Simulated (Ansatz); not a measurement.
# H₉NO₂Si: search for a transition state

Wanted: the transition state of a ligand exchange through a proton shuttle (form Si1–O7, H6–O9, N2–H8 and break Si1–N2, H6–O7, H8–O9). The guess is relaxed with those distances held, a saddle search follows, and vibrations and two downhill relaxations check it.

The runs use Ansatz 0.2.0, Gaussian basis; PBE0-D4, def2-SVP first, then def2-TZVP.

190 further runs of the same task are left out: 190 set aside as unsound or not needed.

## (1) The starting structure

The guess: 13 atoms, charge 0, spin multiplicity 1.

Atoms are counted from 1 here; the program's logs count them from 0.

Bond lengths: Si1–N2 1.834 Å, Si1–H3 1.475 Å, Si1–H4 1.470 Å, Si1–H5 1.508 Å, N2–H8 1.254 Å, N2–H10 1.010 Å, N2–H11 1.010 Å, H6–O7 1.158 Å, O7–H12 0.958 Å, H8–O9 1.257 Å, O9–H13 0.958 Å. Angles: N2–Si1–H3 104.4°, N2–Si1–H4 103.0°, N2–Si1–H5 98.5°, H3–Si1–H4 148.1°, H3–Si1–H5 95.4°, H4–Si1–H5 96.3°, Si1–N2–H8 108.7°, Si1–N2–H10 112.0°, Si1–N2–H11 111.2°, H8–N2–H10 108.1°, H8–N2–H11 109.1°, H10–N2–H11 107.6°, H6–O7–H12 106.8°, N2–H8–O9 165.5°, H8–O9–H13 106.8°.

Geometry (Å):

```mol
H9NO2Si
  3D, bonds by distance, orders not assigned

 13 11  0  0  0  0  0  0  0  0999 V2000
    0.6025    0.8619    0.7856 Si  0  0
    0.5811   -0.9360    0.4232 N   0  0
    1.6561    1.4023   -0.0945 H   0  0
   -0.6766    1.0756    1.4768 H   0  0
    1.4572    0.8276    2.0272 H   0  0
   -1.0187    0.1818   -1.1049 H   0  0
   -0.6033    1.2121   -0.7769 O   0  0
   -0.3221   -1.1667   -0.4158 H   0  0
   -1.2476   -1.0814   -1.2619 O   0  0
    1.4581   -1.2554    0.0372 H   0  0
    0.4010   -1.4746    1.2579 H   0  0
   -0.2230    1.6185   -1.5564 H   0  0
   -2.0648   -1.2656   -0.7975 H   0  0
  1  2  8  0
  1  3  8  0
  1  4  8  0
  1  5  8  0
  2  8  8  0
  2 10  8  0
  2 11  8  0
  6  7  8  0
  7 12  8  0
  8  9  8  0
  9 13  8  0
M  END
```

Distances that are to change: Si1–O7 2.00 Å, H6–O9 1.29 Å, N2–H8 1.25 Å, Si1–N2 1.83 Å, H6–O7 1.16 Å, H8–O9 1.26 Å.

## (2) Relaxing the guess with the reacting distances held

Contents of hold/in.yaml:

```yaml
crystal:
  periodic: [false, false, false]
  atoms:
    - {symbol: Si, position_ang: [0.602500, 0.861900, 0.785600]}
    - {symbol: N, position_ang: [0.581100, -0.936000, 0.423200]}
    - {symbol: H, position_ang: [1.656100, 1.402300, -0.094500]}
    - {symbol: H, position_ang: [-0.676600, 1.075600, 1.476800]}
    - {symbol: H, position_ang: [1.457200, 0.827600, 2.027200]}
    - {symbol: H, position_ang: [-1.018700, 0.181800, -1.104900]}
    - {symbol: O, position_ang: [-0.603300, 1.212100, -0.776900]}
    - {symbol: H, position_ang: [-0.322100, -1.166700, -0.415800]}
    - {symbol: O, position_ang: [-1.247600, -1.081400, -1.261900]}
    - {symbol: H, position_ang: [1.458100, -1.255400, 0.037200]}
    - {symbol: H, position_ang: [0.401000, -1.474600, 1.257900]}
    - {symbol: H, position_ang: [-0.223000, 1.618500, -1.556400]}
    - {symbol: H, position_ang: [-2.064800, -1.265600, -0.797500]}
basis:
  gaussian: {orbitals: def2-SVP}
hamiltonian: {xc: pbe0, dispersion: d4}
relax: {f_tol: 0.04, max_steps: 150, escape_saddle: false, constraints: [{distance: [0, 6]}, {distance: [5, 8]}, {distance: [1, 7]}, {distance: [0, 1]}, {distance: [5, 6]}, {distance: [7, 8]}]}
```

Started as:

```sh
$ ansatz run in.yaml --threads 8 --pin off --events-out ev --progress --plain --max-ram 19148MiB
```

Further steps of the session: Force constants to start from; Saddle search in the small basis; Saddle search in triple zeta; Checking the order of the point; Relaxing after a step of 0.30 Å one way along the mode; Relaxing after a step of 0.30 Å the other way along the mode.

Q: Predict the outcome of this session. Wanted: imaginary mode; barrier from the start side; barrier from the end side; energy of the step; pairs that change; zero-point energy at the saddle.

**Answer**, as computed:

```
                       quantity                                                                                   value
                 imaginary mode                                                                              1145i cm⁻¹
    barrier from the start side                                                                             73.6 kJ/mol
      barrier from the end side                                                                            102.3 kJ/mol
             energy of the step                                                                            -28.7 kJ/mol
              pairs that change  Si1–O7 formed, N2–H8 formed, H6–O9 formed, Si1–N2 loosened, H6–O7 broken, H8–O9 broken
zero-point energy at the saddle                                                                                2.666 eV
```

In words: One imaginary mode, 1145i cm⁻¹, makes this a first-order saddle. The two relaxations end on the structures that were planned. A bond meant to break is only loosened at the end: the products stay bound as an adduct. At PBE0-D4/def2-TZVP the electronic barrier is 73.6 kJ/mol, about 30 kT at 298 K, and the step runs 28.7 kJ/mol downhill. With so stiff a mode tunnelling counts: Wigner's rough correction is a factor of 2.3 at 298 K. A step off the saddle overshot and began above it in energy, so the link to its end is likely but not proven.
